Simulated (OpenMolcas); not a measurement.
# GeH2Cl2O (SMILES [OH][GeH]([Cl])[Cl]): levels of theory compared

We compute a comparison of 6 runs (HF/3-21G, B3LYP/6-31G*, B2PLYP/cc-pVDZ, BLYP/cc-pVDZ, revPBE/cc-pVDZ, CCSD(T)/cc-pVDZ) of GeH2Cl2O. 

Program for the calculation: OpenMolcas 26.06.

### Step 1. The system as given

GeH2Cl2O has 6 atoms, charge 0, and is taken as a singlet. SMILES: `[OH][GeH]([Cl])[Cl]`. The shape is that of a PBE0-D4/def2-TZVP optimisation. This is one conformer, not always the lowest.

Bond lengths: O1–Ge2 1.752 Å, Ge2–Cl3 2.137 Å, Ge2–Cl4 2.137 Å, O1–H5 0.961 Å, Ge2–H6 1.521 Å. Angles: O1–Ge2–Cl3 109.7°, O1–Ge2–Cl4 109.7°, Cl3–Ge2–Cl4 106.8°, O1–Ge2–H6 108.2°, Cl3–Ge2–H6 111.2°, Cl4–Ge2–H6 111.3°, Ge2–O1–H5 113.6°.

### Step 2. Energy and gradient at HF/3-21G (run 1)

calc.inp reads:

```
* Cl2GeH2O Hartree-Fock

&GATEWAY
 BASLIB
 $CurrDir
 COORD
 6
 angstrom
 O       -0.161000       1.291000      -0.614200
 Ge      -0.065400      -0.148800       0.378900
 Cl       1.948500      -0.862600       0.421700
 Cl      -1.252400      -1.700600      -0.487400
 H        0.126400       1.152000      -1.521000
 H       -0.554000       0.204900       1.775700
 BASIS
 3-21G
 GROUP
 NoSym

&SEWARD

&SCF
 THRESHOLDS
 1e-10 1e-07 1e-07 1e-05
 PRORBITALS
 1 2

&ALASKA
```

The basis set 3-21G is read from a file made from the Basis Set Exchange's data (not shown).

Run with:

```sh
$ export MOLCAS_MEM=1860
$ pymolcas calc.inp > calc.log
```

What it wrote:

```text
--- Start Module: gateway ---
[...]
--- Stop Module: gateway /rc=_RC_ALL_IS_WELL_ ---
[...]
      Basis functions           61
[...]
--- Start Module: scf ---
[...]
       Convergence after  12 Iterations
[...]
::    Total SCF energy                              -3055.6668537079
[...]
      Total spin, S                                     0.0000000000
[...]
      Total electronic charge=   76.000000
      Total            charge=   -0.000000
[...]
      Dipole Moment (debye):
      Origin of the operator (angstrom)=    0.1019   -0.4857    0.0997
                   X= -4.0106E-01               Y=  1.3714E+00               Z=  1.0293E-01           Total=  1.4325E+00
      Quadrupole Moment (debye*angstrom):
[...]
--- Stop Module: scf /rc=_RC_ALL_IS_WELL_ ---
[...]
--- Start Module: alaska ---
[...]
 *              Molecular gradients               *
 **************************************************
  Irreducible representation: a
 ------------------------------------------------------------------------------------------
                              X                       Y                       Z
 ------------------------------------------------------------------------------------------
  O1               -3.90187404840781E-03    2.89275430811280E-02   -1.27125554538203E-02
  GE2               1.69154139394472E-02   -5.01931515703475E-02   -1.35694356186029E-02
  CL3              -2.75772672705088E-02    9.45131982676806E-03   -9.95494202134850E-04
  CL4               1.66084383520193E-02    2.09963422891768E-02    1.15305395589012E-02
  H5                7.44111096939726E-06   -1.21320161578557E-02    1.11645723516354E-02
  H6               -2.05215208349596E-03    2.94996253120505E-03    4.58237336389189E-03
 ------------------------------------------------------------------------------------------
[...]
```

It took 3.3 s on 1 thread of Arm Neoverse V2, shared host; peak memory 0.39 GiB.

### Step 3. Energy and gradient at B3LYP/6-31G(d) (spherical functions) (run 2)

mol.xyz reads:

```xyz
6

O     -0.161000     1.291000    -0.614200
Ge    -0.065400    -0.148800     0.378900
Cl     1.948500    -0.862600     0.421700
Cl    -1.252400    -1.700600    -0.487400
H      0.126400     1.152000    -1.521000
H     -0.554000     0.204900     1.775700
```

test.inp reads:

```
&gateway
 baslib=$CurrDir
 coord=mol.xyz
 basis=6-31Gs
 group=NoSym

&seward
 gridinput
 Grid=UltraFine
 End of Grid

&scf
 ksdft=B3LYP
 thresholds=1e-10 1e-07 1e-07 1e-05
 prorbitals=1 1

&alaska
```

The basis set 6-31G* is read from a file made from the Basis Set Exchange's data (not shown).

Run with:

```sh
$ export MOLCAS_MEM=1860
$ pymolcas test.inp > test.log
```

What it wrote:

```text
--- Start Module: gateway ---
[...]
--- Stop Module: gateway /rc=_RC_ALL_IS_WELL_ ---
[...]
      Basis functions           86
[...]
--- Start Module: scf ---
[...]
       Convergence after  15 Iterations
[...]
::    Total KS-DFT energy                           -3073.6730464946
[...]
      Total spin, S                                     0.0000000000
[...]
      Total electronic charge=   76.000000
      Total            charge=   -0.000000
[...]
      Dipole Moment (debye):
      Origin of the operator (angstrom)=    0.1019   -0.4857    0.0997
                   X= -1.7167E-01               Y=  7.5477E-01               Z= -1.2680E-01           Total=  7.8436E-01
      Quadrupole Moment (debye*angstrom):
[...]
--- Stop Module: scf /rc=_RC_ALL_IS_WELL_ ---
[...]
--- Start Module: alaska ---
[...]
 *              Molecular gradients               *
 **************************************************
  Irreducible representation: a
 ------------------------------------------------------------------------------------------
                              X                       Y                       Z
 ------------------------------------------------------------------------------------------
  O1                4.14043189481461E-03   -1.21666028659710E-02   -3.54022197181791E-03
  GE2               1.85851050949459E-03   -1.35909181221727E-03   -5.25259469623407E-03
  CL3              -1.13027783816264E-02    3.89204760808681E-03   -1.03789147418132E-03
  CL4               7.10263826454494E-03    8.69992292301447E-03    4.16895104973847E-03
  H5               -2.95450487517090E-03    1.99102282802022E-03    8.73834563162568E-03
  H6                1.15570258778064E-03   -1.05729868103266E-03   -3.07658853914639E-03
 ------------------------------------------------------------------------------------------
[...]
```

Wall time 27 s (1 thread of Arm Neoverse V2, shared host); peak memory 0.47 GiB.

Runs 3 to 5 aren't shown in full; the table further down has their settings and results.

### Step 4. A single-point energy at CCSD(T)/cc-pVDZ (run 6)

run.input reads:

```
&GATEWAY
  BasLib=$CurrDir
  BasisSet
  O.cc-pVDZ....
  O1 -0.161000 1.291000 -0.614200 angstrom
  End of Basis
  BasisSet
  Ge.cc-pVDZ....
  Ge2 -0.065400 -0.148800 0.378900 angstrom
  End of Basis
  BasisSet
  Cl.cc-pVDZ....
  Cl3 1.948500 -0.862600 0.421700 angstrom
  Cl4 -1.252400 -1.700600 -0.487400 angstrom
  End of Basis
  BasisSet
  H.cc-pVDZ....
  H5 0.126400 1.152000 -1.521000 angstrom
  H6 -0.554000 0.204900 1.775700 angstrom
  End of Basis

&SEWARD

&SCF
  Thresholds=1e-10 1e-07 1e-07 1e-05
  PrOrbitals=1 1

&RASSCF
  FileOrb=$Project.ScfOrb
  Spin=1
  Nactel=0 0 0
  Inactive=38
  Ras2=0
  OutOrbitals=Canonical
  OrbListing=Few

&MOTRA
  JobIph
  Frozen=20

&CCSDT
  CCT
  Triples=2
  Iterations=80
  Accuracy=1e-08
  Extrapolation=5 4
```

The basis set cc-pVDZ is read from a file made from the Basis Set Exchange's data (not shown).

Run with:

```sh
$ export MOLCAS_MEM=1860
$ pymolcas run.input > run.log
```

What it wrote:

```text
--- Start Module: gateway ---
[...]
--- Stop Module: gateway /rc=_RC_ALL_IS_WELL_ ---
[...]
      Basis functions           87
[...]
       Convergence after  13 Iterations
[...]
::    Total SCF energy                              -3070.4886906578
[...]
      Total spin, S                                     0.0000000000
[...]
      Number of active orbitals                  0
[...]
      Spin quantum number                      0.0
[...]
      Active orbitals                            0
[...]
      Number of CSFs                             1
[...]
      Number of root(s) required                 1
[...]
      Convergence after  4 iterations
[...]
      Natural orbitals and occupation numbers for root  1
      ************************************************************************************************************************
      *                                                    Final results                                                     *
      ************************************************************************************************************************
[...]
::    RASSCF root number  1 Total energy:  -3070.48869066
[...]
      Total electronic charge=   76.000000
      Total            charge=   -0.000000
[...]
      Dipole Moment (debye):
      Origin of the operator (angstrom)=    0.1019   -0.4857    0.0997
                   X= -1.9279E-01               Y=  6.8557E-01               Z=  1.1125E-02           Total=  7.1225E-01
      Quadrupole Moment (debye*angstrom):
[...]
--- Start Module: motra ---
[...]
--- Stop Module: motra /rc=_RC_ALL_IS_WELL_ ---
[...]
--- Start Module: ccsdt ---
[...]
      Convergence after                    15  Iterations
      Total energy (diff) :   -3071.08936663      -0.00000000
[...]
 METHOD                       : CCSD+T(CCSD)+<T3(1)WT1> = CCSD(T)
[...]
       CCSD     =     -3071.0893666335155
[...]
```

Wall time 72 s (1 thread of Arm Neoverse V2, shared host); peak memory 0.48 GiB.

### Step 5. The series

| run | level | integration grid | task | energy (Eh) | dipole moment (D) of the reference | HOMO energy (eV) | LUMO energy (eV) | wall time |
| --- | --- | --- | --- | --- | --- | --- | --- | --- |
| 1 | HF/3-21G | – | gradient | -3055.666854 | 1.43 | -12.94 | 2.70 | 3.3 s |
| 2 | B3LYP/6-31G* (spherical functions) | UltraFine | gradient | -3073.673046 | 0.78 | -8.81 | -1.05 | 27 s |
| 3 | B2PLYP/cc-pVDZ | UltraFine | energy | -3073.150155 | 0.74 | -10.37 | 0.75 | 22 s |
| 4 | BLYP/cc-pVDZ | UltraFine | gradient | -3073.940637 | 0.83 | -7.28 | -1.55 | 33 s |
| 5 | revPBE/cc-pVDZ | UltraFine | gradient | -3073.556617 | 0.88 | -7.46 | -1.56 | 33 s |
| 6 | CCSD(T)/cc-pVDZ | – | energy | -3071.103368 | 0.71 | -12.60 | 3.29 | 72 s |

### Step 6. Results

```
                                           quantity           value
                                run 6: total energy  -3071.10337 Eh
          run 6: dipole moment (mean-field density)          0.71 D
         run 6: HOMO energy (Hartree–Fock orbitals)       -12.60 eV
         run 6: LUMO energy (Hartree–Fock orbitals)         3.29 eV
       run 6: HOMO–LUMO gap (Hartree–Fock orbitals)        15.89 eV
run 6: correlation energy (20 core orbitals frozen)      -614.7 mEh
                              run 6: (T) correction      -14.00 mEh
```

Over runs 1, 2, 3, 4, 5 the dipole moment (its size) runs from 0.74 D (B2PLYP/cc-pVDZ) to 1.43 D (HF/3-21G). The two ends differ in method and basis. A double hybrid's value is that of its SCF part. Over runs 1, 2, 3, 4, 5 the HOMO–LUMO gap runs from 5.73 eV (BLYP/cc-pVDZ) to 15.64 eV (HF/3-21G). For B2PLYP the log adds the whole second-order term; the table takes 0.27 of it, as the functional is defined. Totals of different functionals can't be ranked against each other. All runs together took 3.2 min, the longest 72 s.
